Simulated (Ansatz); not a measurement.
# CH7AlOSSi: one species, many methods

An exercise on one series of results from a longer session: the logs are not shown, and one member is left open.

Program: Ansatz 0.2.0, Gaussian basis. Level of theory: functionals in def2-TZVPP, the program's frozen cores in correlated methods. These are calculated values, not measurements.

Levels to be run: PBE-D4, r2SCAN-D4, PBE0-D4, B3LYP-D4, ωB97X-V, ωB97M-V, B2PLYP; CCSD(T)/def2-TZVPP; MP2/def2-QZVPP; extrapolation to the limit.

## The relaxed structure

The geometry comes from an earlier relaxation with PBE0-D4 in a triple-zeta def2 set; it is a stationary point, not always the lowest conformer.

12 atoms, charge 0, spin multiplicity 1.

Atoms are counted from 1 here; the program's logs count them from 0.

Bond lengths: O1–C2 1.530 Å, O1–Al4 1.963 Å, O1–H6 0.962 Å, C2–Si3 1.860 Å, C2–Al4 1.948 Å, C2–H7 1.091 Å, Si3–H8 1.487 Å, Si3–H9 1.490 Å, Si3–H10 1.487 Å, Al4–S5 2.192 Å, Al4–H11 1.579 Å, S5–H12 1.344 Å. Angles: C2–O1–Al4 66.5°, C2–O1–H6 111.3°, Al4–O1–H6 123.1°, O1–C2–Si3 111.2°, O1–C2–Al4 67.5°, O1–C2–H7 109.2°, Si3–C2–Al4 128.1°, Si3–C2–H7 114.2°, Al4–C2–H7 114.4°, C2–Si3–H8 106.9°, C2–Si3–H9 113.1°, C2–Si3–H10 110.2°, H8–Si3–H9 109.2°, H8–Si3–H10 109.4°, H9–Si3–H10 108.0°, O1–Al4–C2 46.1°, O1–Al4–S5 115.0°, O1–Al4–H11 109.1° and more.

Set-up of the first run:

Input file in.yaml:

```yaml
crystal:
  periodic: [false, false, false]
  atoms:
    - {symbol: O, position_ang: [-1.121157, 0.694650, 0.650885]}
    - {symbol: C, position_ang: [-0.401481, -0.617489, 0.331140]}
    - {symbol: Si, position_ang: [1.342700, -0.603323, 0.976507]}
    - {symbol: Al, position_ang: [-1.100648, 0.257542, -1.263191]}
    - {symbol: S, position_ang: [0.121772, 1.587242, -2.504692]}
    - {symbol: H, position_ang: [-1.885645, 0.544797, 1.215382]}
    - {symbol: H, position_ang: [-1.004395, -1.453777, 0.687942]}
    - {symbol: H, position_ang: [1.966975, -1.887838, 0.563163]}
    - {symbol: H, position_ang: [1.416037, -0.476221, 2.459436]}
    - {symbol: H, position_ang: [2.100744, 0.528367, 0.380375]}
    - {symbol: H, position_ang: [-2.570168, -0.080520, -1.732515]}
    - {symbol: H, position_ang: [1.212366, 1.451369, -1.730532]}
basis:
  gaussian: {orbitals: def2-TZVPP}
hamiltonian: {xc: pbe, dispersion: d4}
output: {forces: true, orbitals: {seedname: orbitals}}
```

Launch:

```console
$ ansatz run in.yaml --threads 4 --pin off --events-out ev --progress --plain --max-ram 10444MiB
```

Among the steps run: PBE-D4 (GGA); r2SCAN-D4 (meta-GGA); PBE0-D4 (hybrid); B3LYP-D4 (hybrid); ωB97X-V (range-separated); ωB97M-V (range-separated); B2PLYP (double hybrid); CCSD(T) in def2-TZVPP; MP2 in def2-QZVPP.

One of the session's tables, all rows but one given; the rest of the session is left out.

It belongs to the step «Atomisation energies». 

```
            method  atomisation energy (kJ/mol)
            PBE-D4                       3871.3
         r2SCAN-D4                       3866.9
           PBE0-D4                       3821.6
          B3LYP-D4                       3835.8
           ωB97X-V                       3879.5
           ωB97M-V                       3872.1
            B2PLYP                       3789.6
     HF/def2-TZVPP                            ?
    MP2/def2-TZVPP                       3788.7
   CCSD/def2-TZVPP                       3698.7
CCSD(T)/def2-TZVPP                       3754.1
           MP2/CBS                       3899.8
       CCSD(T)/CBS                       3865.3
```

**Question.** Estimate the row for HF/def2-TZVPP.

**Answer.** atomisation energy (kJ/mol): 2786.2. In the column «atomisation energy (kJ/mol)» it is the lowest.

Caveats from the session: Free atoms (1 O, 1 C, 1 Si, 1 Al, 1 S, 7 H) were run apart at each level; the atomisation energy is their sum less the molecule, without zero-point or spin-orbit terms.
